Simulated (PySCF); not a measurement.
# C5H7F3O2: the cost of one run

The runs use PySCF 2.14.0, with density-fitted response routines of our own; the level of theory stands in each step. All values are computed, except where a source is named. Atoms count from 0, in the outputs and in this text.

## Step 1: The starting structure

17 atoms, charge 0, multiplicity 1; geometry from: GFN2-xTB. The atoms were then displaced at random by about 0.01 Å, so the start is not that level's minimum.

Bonds of the start (Å): F0–C1 1.36, C1–F2 1.33, C1–F3 1.36, C1–C4 1.52, C4–C5 1.53, C5–O6 1.39, O6–C7 1.41, C7–C8 1.53, C8–O9 1.42, O9–C4 1.43, C4–H10 1.09, C5–H11 1.11, C5–H12 1.08, C7–H13 1.12, C7–H14 1.12, C8–H15 1.08, C8–H16 1.12.

## Step 2: Optimising the geometry at PBE0-D3(BJ)/def2-SVP

Job settings and geometry (Å):

```
{"job": {"xc": "PBE0", "basis": "def2-SVP", "d3": "d3bj", "grid": 1, "shake": 0.01, "kind": "geom"}, "charge": 0, "multiplicity": 1}
F      2.951600    -0.370750    -0.837420
C      2.183520     0.020390     0.214510
F      2.258630    -0.965730     1.101060
F      2.819380     1.095750     0.742460
C      0.747500     0.302600    -0.213500
C      0.089540    -0.939290    -0.808470
O     -1.241340    -0.678800    -1.114320
C     -1.943550    -0.257080     0.032810
C     -1.308330     0.985190     0.665210
O      0.053190     0.725460     0.957680
H      0.763030     1.114420    -0.946330
H      0.170540    -1.765270    -0.070900
H      0.553920    -1.219790    -1.747980
H     -2.993000    -0.045210    -0.282310
H     -1.973380    -1.084590     0.780020
H     -1.773920     1.263950     1.599630
H     -1.373840     1.830580    -0.061970
```

On the command line:

```bash
$ OMP_NUM_THREADS=1 python probes_run.py task.json out
```

This one command runs all jobs of the session in turn.

Q: Estimate the wall time and peak memory of this first job on 1 thread of Intel Xeon Platinum 8259CL at 2.50GHz, shared host.

About 2.6 min, with a peak of 0.8 GiB.
